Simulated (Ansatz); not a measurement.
# C2H4BN: one structure at several levels

Computed with Ansatz 0.2.0, Gaussian basis. Level: single points in def2-TZVPP.

Cores are frozen in the correlated methods.

### 1 The system as given

SMILES `B#CNC`, 8 atoms, charge 0, spin multiplicity 1.

Atoms are counted from 1 here; the program's logs count them from 0.

Bond lengths: B1–C2 1.554 Å, C2–N3 1.373 Å, N3–C4 1.443 Å, N3–H5 1.011 Å, C4–H6 1.148 Å, C4–H7 1.117 Å, C4–H8 1.126 Å. Angles: B1–C2–N3 133.9°, C2–N3–C4 118.4°, C2–N3–H5 121.5°, C4–N3–H5 120.0°, N3–C4–H6 108.8°, N3–C4–H7 110.2°, N3–C4–H8 115.7°, H6–C4–H7 111.4°, H6–C4–H8 98.6°, H7–C4–H8 111.5°.

Coordinates:

```xyz
8
charge 0, multiplicity 1
B     2.7200   -0.2006    0.1540
C     1.3374   -0.5555   -0.4616
N     0.1640    0.1371   -0.6309
C    -0.8887   -0.0493    0.3384
H     0.0099    0.7253   -1.4389
H    -0.8158    0.7811    1.1274
H    -0.8100   -1.0620    0.8034
H    -1.9331    0.1567   -0.0282
```

### 2 PBE-D4/def2-TZVPP

File run/in.yaml:

```yaml
crystal:
  periodic: [false, false, false]
  atoms:
    - {symbol: B, position_ang: [2.719970, -0.200571, 0.153961]}
    - {symbol: C, position_ang: [1.337445, -0.555544, -0.461632]}
    - {symbol: N, position_ang: [0.163967, 0.137128, -0.630908]}
    - {symbol: C, position_ang: [-0.888695, -0.049278, 0.338373]}
    - {symbol: H, position_ang: [0.009946, 0.725298, -1.438897]}
    - {symbol: H, position_ang: [-0.815766, 0.781084, 1.127440]}
    - {symbol: H, position_ang: [-0.809969, -1.062048, 0.803427]}
    - {symbol: H, position_ang: [-1.933070, 0.156744, -0.028182]}
basis:
  gaussian: {orbitals: def2-TZVPP}
hamiltonian: {xc: pbe, dispersion: d4}
output: {forces: true}
```

Launch:

```
ansatz run in.yaml --threads 2 --pin off --events-out ev --progress --plain --max-ram 3481MiB
```

Q: Estimate wall time and peak memory on 2 threads of AMD EPYC 9R45, shared host.

About 1.2 s, with a peak of 0.2 GiB.
